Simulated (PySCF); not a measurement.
# C3H10Si (trimethylsilane): the cost of one run

The runs use PySCF 2.14.0, with density-fitted response routines of our own; the level of theory stands in each step. All values are computed, except where a source is named. Atoms count from 0, in the outputs and in this text.

**1. Starting geometry**

14 atoms, charge 0, multiplicity 1; geometry from: GFN2-xTB. The atoms were then displaced at random by about 0.01 Å, so the start is not that level's minimum.

Bonds of the start (Å): C0–Si1 1.89, Si1–C2 1.92, Si1–C3 1.93, C0–H4 1.12, C0–H5 1.08, C0–H6 1.09, Si1–H7 1.47, C2–H8 1.09, C2–H9 1.07, C2–H10 1.08, C3–H11 1.07, C3–H12 1.04, C3–H13 1.10.

**2. Relaxing the molecule at PBE0-D3(BJ)/def2-SVP**

The job: settings as JSON, then the geometry in Å.

```
{"job": {"xc": "PBE0", "basis": "def2-SVP", "d3": "d3bj", "grid": 1, "shake": 0.01, "kind": "geom"}, "charge": 0, "multiplicity": 1}
C      0.199130     1.691710    -0.507460
Si    -0.127270     0.120120     0.484870
C     -1.576590    -0.858850    -0.298010
C      1.488810    -0.938880     0.476190
H     -0.706670     2.343360    -0.529220
H      0.429010     1.504750    -1.547980
H      1.003410     2.296140    -0.089980
H     -0.449500     0.483910     1.872480
H     -1.753530    -1.765880     0.281820
H     -1.342870    -1.137780    -1.307170
H     -2.482980    -0.278810    -0.286380
H      1.751160    -1.219990    -0.522810
H      2.263530    -0.399680     0.914800
H      1.297190    -1.855200     1.051120
```

Run with:

```
OMP_NUM_THREADS=1 python probes_run.py task.json out
```

The driver reads the jobs from task.json and runs them one after another.

**Question.** How long does this first job take on 1 thread of Arm Neoverse N1, shared host, and how much memory does it need?

About 73 s, with a peak of 0.47 GiB.
